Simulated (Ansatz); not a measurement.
**CH₃BrFGaO: one species, many methods**

The task here is to estimate one member of a computed series from the others.

Computed with Ansatz 0.2.0, Gaussian basis. Level: functionals in def2-TZVPP, the program's frozen cores in correlated methods.

The runs, in order: LDA (SPW92), PBE-D4, revPBE-D4, BLYP-D4, r2SCAN-D4, B97M-V, PBE0-D4, B3LYP-D4, r2SCANh-D4, r2SCAN0-D4, HSE06-D4, BHLYP-D4, CAM-B3LYP-D4, LC-ωPBE, ωB97X-V, ωB97M-V, B2PLYP, PBE-QIDH; CCSD(T)/def2-SVP; CCSD(T)/def2-TZVPP; MP2/def2-QZVPP; extrapolation to the limit; RPA on PBE.

## Structure used throughout

All runs share one geometry, relaxed beforehand with PBE0-D4 in a triple-zeta def2 set.

8 atoms, charge 0, spin multiplicity 1.

Atoms are counted from 1 here; the program's logs count them from 0.

Bond lengths: O1–Ga2 1.767 Å, O1–H6 0.961 Å, Ga2–F3 1.749 Å, Ga2–C4 1.959 Å, C4–Br5 1.944 Å, C4–H7 1.088 Å, C4–H8 1.088 Å. Angles: Ga2–O1–H6 112.6°, O1–Ga2–F3 113.5°, O1–Ga2–C4 127.5°, F3–Ga2–C4 119.0°, Ga2–C4–Br5 109.7°, Ga2–C4–H7 111.9°, Ga2–C4–H8 111.9°, Br5–C4–H7 107.2°, Br5–C4–H8 107.2°, H7–C4–H8 108.6°.

Set-up of the first run:

Contents of in.yaml:

```yaml
crystal:
  periodic: [false, false, false]
  atoms:
    - {symbol: O, position_ang: [-0.132437, 1.204596, 1.803039]}
    - {symbol: Ga, position_ang: [0.437908, -0.137240, 0.804137]}
    - {symbol: F, position_ang: [1.551239, -1.199853, 1.634353]}
    - {symbol: C, position_ang: [-0.039493, -0.525410, -1.056133]}
    - {symbol: Br, position_ang: [-1.284148, 0.818082, -1.708548]}
    - {symbol: H, position_ang: [-0.742874, 1.780435, 1.334637]}
    - {symbol: H, position_ang: [0.829586, -0.504667, -1.710937]}
    - {symbol: H, position_ang: [-0.527681, -1.492943, -1.156348]}
basis:
  gaussian: {orbitals: def2-TZVPP}
hamiltonian: {xc: lda}
output: {orbitals: {seedname: orbitals}}
```

Command:

```bash
$ ansatz run in.yaml --threads 4 --pin off --events-out ev --progress --plain --max-ram 10444MiB
```

Steps of the session up to this table: LDA; PBE-D4 (GGA); revPBE-D4 (GGA); BLYP-D4 (GGA); r2SCAN-D4 (meta-GGA); B97M-V (meta-GGA); B3LYP-D4 (hybrid); r2SCANh-D4 (hybrid); r2SCAN0-D4 (hybrid); HSE06-D4 (hybrid); BHLYP-D4 (hybrid); CAM-B3LYP-D4 (range-separated); LC-ωPBE (range-separated); ωB97X-V (range-separated); ωB97M-V (range-separated); B2PLYP (double hybrid); PBE-QIDH (double hybrid).

One table of the session follows, with a row left open; its other results are not shown here.

It belongs to the step «Frontier levels by functional». 

| functional | HOMO (eV) | gap (eV) |
| --- | --- | --- |
| LDA (SPW92) | -7.07 | 4.76 |
| PBE-D4 | -6.86 | 4.81 |
| revPBE-D4 | -6.79 | 4.86 |
| BLYP-D4 | -6.72 | 4.70 |
| r2SCAN-D4 | -7.15 | 5.36 |
| B97M-V | -7.22 | 5.32 |
| PBE0-D4 | -8.14 | 7.02 |
| B3LYP-D4 | -7.91 | 6.46 |
| r2SCANh-D4 | -7.63 | 6.17 |
| r2SCAN0-D4 | ? | ? |
| HSE06-D4 | -7.74 | 6.25 |
| BHLYP-D4 | -9.29 | 9.00 |
| CAM-B3LYP-D4 | -9.50 | 9.32 |
| LC-ωPBE | -10.85 | 12.04 |
| ωB97X-V | -10.48 | 11.45 |
| ωB97M-V | -10.35 | 11.07 |

Estimate the missing values for r2SCAN0-D4.

Worked estimate for «HOMO (eV)». Against the share of exact exchange, r2SCAN-D4 (0, -7.15), r2SCANh-D4 (0.1, -7.63) give a slope of -4.80 per unit share; at 0.25 the line stands at -8.35.

The run gave: HOMO (eV): -8.34; gap (eV): 7.38. In «HOMO (eV)» the line misses by -0.01.
